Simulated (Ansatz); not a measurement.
# BrP: the cost of one run

Program: Ansatz 0.2.0, Gaussian basis. Level of theory: def2-QZVPP, all electrons in the functionals, frozen cores in the correlation of double hybrids and RPA. These are calculated values, not measurements.

Plan: PBE, BLYP, r2SCAN, B97M-V, PBE0, B3LYP, wB97M-V, B2PLYP, at charge 1, quartet; charge 1, doublet; charge 1, sextet.

6 further runs of the same task are left out: 6 set aside as unsound or not needed.

### 1 What is computed

The geometry is a PBE0/def2-TZVP stationary point (not a proven minimum). No spin-orbit coupling is included. The filled d shell of Br may be among the frozen orbitals whatever the setting's name suggests; the logs give the count.

2 atoms, charge 1, spin multiplicity 4.

Atoms are counted from 1 here; the program's logs count them from 0.

Bond lengths: P1–Br2 2.416 Å.

Coordinates:

```csv
atom,x (Å),y (Å),z (Å)
P1,0.00000,0.00000,0.00000
Br2,0.00000,0.00000,2.41590
```

No dispersion term is added; B97M-V, wB97M-V hold VV10 nonlocal correlation. B3LYP takes the VWN-RPA correlation.

The geometry shown and the zero of energy belong to the point charge 1, quartet. The yardstick, RCCSD(T), and other wave-function levels (R restricted, U unrestricted, valence and pair active spaces) come from earlier runs.

### 2 PBE, charge 1, quartet

The input, in.yaml:

```yaml
crystal:
  periodic: [false, false, false]
  atoms:
    - {symbol: P, position_ang: [0.000000, 0.000000, 0.000000]}
    - {symbol: Br, position_ang: [0.000000, 0.000000, 2.415900]}
basis:
  gaussian: {orbitals: "def2-QZVPP.json"}
total_charge: 1
magnetization: {spin_polarized: true, initial_magnetization: 3}
hamiltonian: {xc: {name: PBE}}
output: {orbitals: {seedname: orbitals}}
```

Command:

```sh
> ansatz run in.yaml --threads 1 --pin off --events-out ev --progress --plain --max-ram 2393MiB
```

What time and memory should one allow on 1 thread of Arm Neoverse V1, shared host?

About 15 s, with a peak of 0.31 GiB.
